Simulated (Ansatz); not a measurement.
# Zn12HS11 (Wurtzite-4H): the cost of one run

Program: Ansatz 0.2.0. Level of theory: DFT, PBE, plane-wave PAW, default files, scalar-relativistic. These are calculated values, not measurements.

1 further run of the same task is left out (it didn't finish).

## 1. The structure to begin with

It takes space group P31m (No. 157, trigonal). The conventional cell has a = 6.621 Å, b = 6.621 Å, c = 12.520 Å, α = 90.00°, β = 90.00°, γ = 120.00°. Around Zn (site symmetry 3m) lie 3 S at 2.34 Å and 1 H at 2.35 Å. Zn (site symmetry 3) has 4 S at 2.34 to 2.35 Å as nearest neighbours. Around Zn (site symmetry 3m) lie 4 S at 2.34 to 2.35 Å. Zn (site symmetry m) has 3 S at 2.34 to 2.35 Å and 1 H at 2.34 Å as nearest neighbours. Zn (site symmetry m) has 4 S at 2.34 to 2.35 Å as nearest neighbours. H (site symmetry 3m) has 4 Zn at 2.34 to 2.35 Å as nearest neighbours. Around S (site symmetry 3) lie 4 Zn at 2.34 to 2.35 Å. Only part of the 12 independent sites is listed.

As a file:

```
CELL_PARAMETERS angstrom
5.73405 3.31056 0.00000
-5.73405 3.31056 0.00000
0.00000 0.00000 12.52000
ATOMIC_POSITIONS crystal
Zn 0.00000 0.00000 0.00000
Zn 0.33333 0.66667 0.00000
Zn 0.66667 0.33333 0.00000
Zn 0.00000 0.00000 0.50000
Zn 0.33333 0.66667 0.50000
Zn 0.66667 0.33333 0.50000
Zn 0.33333 0.33333 0.25000
Zn 0.66667 0.00000 0.25000
Zn 0.00000 0.66667 0.25000
Zn 0.33333 0.00000 0.75000
Zn 0.66667 0.66667 0.75000
Zn 0.00000 0.33333 0.75000
H 0.00000 0.00000 0.18750
S 0.33333 0.66667 0.18750
S 0.66667 0.33333 0.18750
S 0.00000 0.00000 0.68750
S 0.33333 0.66667 0.68750
S 0.66667 0.33333 0.68750
S 0.33333 0.33333 0.43750
S 0.66667 0.00000 0.43750
S 0.00000 0.66667 0.43750
S 0.33333 0.00000 0.93750
S 0.66667 0.66667 0.93750
S 0.00000 0.33333 0.93750
```

Atom 13 of the input is the impurity.

## 2. Single point at the given positions

Contents of input.yaml:

```yaml
crystal:
  lattice:
    - [5.73405, 3.310555311, 0.0]
    - [-5.73405, 3.310555311, 0.0]
    - [0.0, 0.0, 12.52]
  atoms:
    - { symbol: Zn, position: [0.0, 0.0, 0.0] }
    - { symbol: Zn, position: [0.3333333333, 0.6666666667, 0.0] }
    - { symbol: Zn, position: [0.6666666667, 0.3333333333, 0.0] }
    - { symbol: Zn, position: [0.0, 0.0, 0.5] }
    - { symbol: Zn, position: [0.3333333333, 0.6666666667, 0.5] }
    - { symbol: Zn, position: [0.6666666667, 0.3333333333, 0.5] }
    - { symbol: Zn, position: [0.3333333333, 0.3333333334, 0.25] }
    - { symbol: Zn, position: [0.6666666667, 0.0, 0.25] }
    - { symbol: Zn, position: [0.0, 0.6666666667, 0.25] }
    - { symbol: Zn, position: [0.3333333333, 1.0, 0.75] }
    - { symbol: Zn, position: [0.6666666667, 0.6666666666, 0.75] }
    - { symbol: Zn, position: [0.0, 0.3333333333, 0.75] }
    - { symbol: H, position: [0.0, 0.0, 0.1875] }
    - { symbol: S, position: [0.3333333333, 0.6666666667, 0.1875] }
    - { symbol: S, position: [0.6666666667, 0.3333333333, 0.1875] }
    - { symbol: S, position: [0.0, 0.0, 0.6875] }
    - { symbol: S, position: [0.3333333333, 0.6666666667, 0.6875] }
    - { symbol: S, position: [0.6666666667, 0.3333333333, 0.6875] }
    - { symbol: S, position: [0.3333333333, 0.3333333334, 0.4375] }
    - { symbol: S, position: [0.6666666667, 0.0, 0.4375] }
    - { symbol: S, position: [0.0, 0.6666666667, 0.4375] }
    - { symbol: S, position: [0.3333333333, 1.0, 0.9375] }
    - { symbol: S, position: [0.6666666667, 0.6666666666, 0.9375] }
    - { symbol: S, position: [0.0, 0.3333333333, 0.9375] }
total_charge: 1
kpoints:
  mp_grid: { grid: [3, 3, 2] }
scf:
  occupations: { method: fermi_dirac, width: 0.01 }
hamiltonian:
  xc: pbe
  pseudopotentials: { kind: paw }
output:
  forces: true
  stress: true
  populations: true
  efg:
    quadrupole_moments_barn: { Zn: 0.122, H: 0.00285783, S: -0.0694 }
    contact_densities: true
  write_density: true
  write_potential: true
  elf: true
  volumetric_format: npy
```

The run is started by

```bash
> ansatz run input.yaml --threads 1 --pin off --max-ram 3072MiB --backend cpu --events-out ev --progress --plain --runs-dir out
```

Q: Estimate wall time and peak memory on 1 thread of Arm Neoverse V2, shared host.

About 66 s, with a peak of 0.83 GiB.
